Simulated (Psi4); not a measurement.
# UMP2/cc-pVTZ-DK (sfX2C, density fitting with def2-universal-jkfit, density fitting for correlation, sweep point 2) run of GeNH3Cl (SMILES [NH2][GeH][Cl])

Aim: the vertical doublet–quartet gap of GeNH3Cl at UMP2/cc-pVTZ-DK (sfX2C, density fitting with def2-universal-jkfit, density fitting for correlation, sweep point 2), from 2 runs. 

The calculation is run with Psi4 1.11.

## (1) The system as given

The species is GeNH3Cl (6 atoms), meant as a doublet with charge 0. SMILES: `[NH2][GeH][Cl]`. Geometry: relaxed at PBE0-D4/def2-TZVP. This is one conformer, not always the lowest.

Bond lengths: N1–Ge2 1.836 Å, Ge2–Cl3 2.169 Å, N1–H4 1.011 Å, N1–H5 1.011 Å, Ge2–H6 1.560 Å. Angles: N1–Ge2–Cl3 104.1°, N1–Ge2–H6 106.5°, Cl3–Ge2–H6 107.8°, Ge2–N1–H4 115.7°, Ge2–N1–H5 115.6°, H4–N1–H5 109.9°.

## (2) The energy at UMP2/cc-pVTZ-DK (sfX2C, density fitting with def2-universal-jkfit, density fitting for correlation, sweep point 2)

input.inp

```
memory 1.6 GB

molecule geom {
  0 2
  N     -0.446300     0.317900    -0.788300
  Ge     0.075400    -0.151000     0.908100
  Cl     1.243000    -1.956900     0.623300
  H     -0.984500     1.171200    -0.861400
  H     -0.888700    -0.414300    -1.327200
  H      1.043200     0.969100     1.399300
  symmetry c1
}

set {
  basis cc-pVTZ-DK
  reference uhf
  puream true
  scf_type df
  num_frozen_docc 15
  maxiter 100
  df_basis_scf def2-universal-jkfit
  relativistic x2c
}

E, wfn = energy('mp2', return_wfn=True)
print_variables()
```

Command:

```console
$ psi4 input.inp input.out -n 1
```

input.out:

```text
[...]
  Running in c1 symmetry.
[...]
  Nuclear repulsion =  259.076800327063836
[...]
  Multiplicity = 2
[...]
  Nalpha       = 30
  Nbeta        = 29
[...]
    Number of basis functions: 149
[...]
    WARNING: The X2C and Dirac Hamiltonians have substatially different eigenvalues!
             This is probably caused by the recontraction of the basis set.
[...]
   @DF-UHF iter   1: -2613.24662107857603   -3.43808e+00   1.33450e-02 DIIS/ADIIS
[...]
   @DF-UHF iter  16: -2614.31143371564258   -2.95586e-11   9.33175e-09 DIIS
[...]
   @S^2 Observed:                7.628852684E-01
[...]
    Orbital Energies [Eh]
    ---------------------
    Alpha Occupied:
       1A   -410.843769     2A   -105.188640     3A    -53.454719
       4A    -46.550016     5A    -46.548435     6A    -46.547464
       7A    -15.573531     8A    -10.606760     9A     -8.009462
      10A     -8.006602    11A     -8.006380    12A     -7.433557
      13A     -5.245260    14A     -5.241011    15A     -5.238125
      16A     -1.637454    17A     -1.634926    18A     -1.633702
      19A     -1.631019    20A     -1.629699    21A     -1.154817
      22A     -1.078897    23A     -0.728223    24A     -0.667530
      25A     -0.546304    26A     -0.511767    27A     -0.487366
      28A     -0.451248    29A     -0.447895    30A     -0.335213
    Alpha Virtual:
[...]
  @DF-UHF Final Energy: -2614.31143371564258
   => Energetics <=
    Nuclear Repulsion Energy =            259.0768003270638360
    One-Electron Energy =               -4153.2169170020133606
    Two-Electron Energy =                1279.8286829593075709
    Total Energy =                      -2614.3114337156421243
  UHF NO Occupations:
  HONO-2 :   28  A 1.9981351
  HONO-1 :   29  A 1.9963541
  HONO-0 :   30  A 1.0000000
  LUNO+0 :   31  A 0.0036459
  LUNO+1 :   32  A 0.0018649
[...]
 Multipole Moments:
 ------------------------------------------------------------------------------------
     Multipole            Electronic (a.u.)      Nuclear  (a.u.)        Total (a.u.)
 ------------------------------------------------------------------------------------
 L = 1.  Multiply by 2.5417464519 to convert [e a0] to [Debye]
 Dipole X            :         -0.8237333           -0.1292250           -0.9529584
 Dipole Y            :          0.2688503            0.4636322            0.7324824
 Dipole Z            :          5.2252849           -5.2413884           -0.0161036
 Magnitude           :                                                    1.2020481
[...]
```

Wall time 13 s (1 thread of Intel Xeon Platinum 8259CL at 2.50GHz (Skylake/Cascade Lake), shared host); peak memory 0.69 GiB.

## (3) The quartet at the same level

job.in

```
memory 1.6 GB

molecule {
  0 4
  N     -0.446300     0.317900    -0.788300
  Ge     0.075400    -0.151000     0.908100
  Cl     1.243000    -1.956900     0.623300
  H     -0.984500     1.171200    -0.861400
  H     -0.888700    -0.414300    -1.327200
  H      1.043200     0.969100     1.399300
  units angstrom
  symmetry c1
}

set globals {
  basis           cc-pVTZ-DK
  reference       uhf
  puream          true
  scf_type        df
  num_frozen_docc 15
  maxiter         100
  df_basis_scf    def2-universal-jkfit
  relativistic    x2c
}

e_tot = energy("mp2")
```

Command:

```console
$ psi4 job.in job.out -n 1
```

job.out:

```text
[...]
  Running in c1 symmetry.
[...]
  Nuclear repulsion =  259.076800327063836
[...]
  Multiplicity = 4
[...]
  Nalpha       = 31
  Nbeta        = 28
[...]
    Number of basis functions: 149
[...]
    WARNING: The X2C and Dirac Hamiltonians have substatially different eigenvalues!
             This is probably caused by the recontraction of the basis set.
[...]
   @DF-UHF iter   1: -2612.79255654322242   -2.98401e+00   1.40080e-02 ADIIS/DIIS
[...]
   @DF-UHF iter  34: -2614.05367659024796   -2.22826e-11   7.43623e-09 DIIS
[...]
   @S^2 Observed:                3.770220684E+00
[...]
    Orbital Energies [Eh]
    ---------------------
    Alpha Occupied:
       1A   -410.791411     2A   -105.324696     3A    -53.404860
       4A    -46.500317     5A    -46.498786     6A    -46.496814
       7A    -15.551260     8A    -10.744063     9A     -8.160998
      10A     -8.141441    11A     -8.137036    12A     -7.385813
      13A     -5.197049    14A     -5.194448    15A     -5.188780
      16A     -1.589704    17A     -1.584717    18A     -1.584322
      19A     -1.581721    20A     -1.580898    21A     -1.241965
      22A     -1.128921    23A     -0.751113    24A     -0.660282
      25A     -0.644277    26A     -0.596210    27A     -0.574243
      28A     -0.500227    29A     -0.457058    30A     -0.329380
      31A     -0.143268
[...]
  @DF-UHF Final Energy: -2614.05367659024796
   => Energetics <=
    Nuclear Repulsion Energy =            259.0768003270638360
    One-Electron Energy =               -4152.6931026444526651
    Two-Electron Energy =                1279.5626257271412669
    Total Energy =                      -2614.0536765902479601
  UHF NO Occupations:
  HONO-2 :   29  A 1.0000000
  HONO-1 :   30  A 1.0000000
  HONO-0 :   31  A 1.0000000
  LUNO+0 :   32  A 0.0040521
  LUNO+1 :   33  A 0.0029636
[...]
 Multipole Moments:
 ------------------------------------------------------------------------------------
     Multipole            Electronic (a.u.)      Nuclear  (a.u.)        Total (a.u.)
 ------------------------------------------------------------------------------------
 L = 1.  Multiply by 2.5417464519 to convert [e a0] to [Debye]
 Dipole X            :          0.3222263           -0.1292250            0.1930013
 Dipole Y            :         -1.5841415            0.4636322           -1.1205094
 Dipole Z            :          4.8308884           -5.2413884           -0.4105000
 Magnitude           :                                                    1.2088428
[...]
```

Wall time 16 s (1 thread of Intel Xeon Platinum 8259CL at 2.50GHz (Skylake/Cascade Lake), shared host); peak memory 0.69 GiB.

## (4) What came out

Level: UMP2/cc-pVTZ-DK (sfX2C, density fitting with def2-universal-jkfit, density fitting for correlation, sweep point 2), 15 core orbitals frozen.

| quantity | value |
| --- | --- |
| doublet: total energy | -2614.89533 Eh |
| doublet: HOMO energy (Hartree–Fock orbitals) (highest over α and β) | -9.12 eV |
| doublet: LUMO energy (Hartree–Fock orbitals) (lowest over α and β) | 0.72 eV |
| doublet: correlation energy (15 core orbitals frozen) | -583.9 mEh |
| doublet: ⟨S²⟩ of the reference determinant | 0.763 |
| quartet: total energy | -2614.62120 Eh |
| quartet: HOMO energy (Hartree–Fock orbitals) (highest over α and β) | -3.90 eV |
| quartet: LUMO energy (Hartree–Fock orbitals) (lowest over α and β) | -2.64 eV |
| quartet: correlation energy (15 core orbitals frozen) | -567.5 mEh |
| quartet: ⟨S²⟩ of the reference determinant | 3.770 |
| vertical energy of the quartet above the doublet | 7.459 eV |

**Reading.** At this shape the quartet lies 7.46 eV (720 kJ/mol) above the doublet.
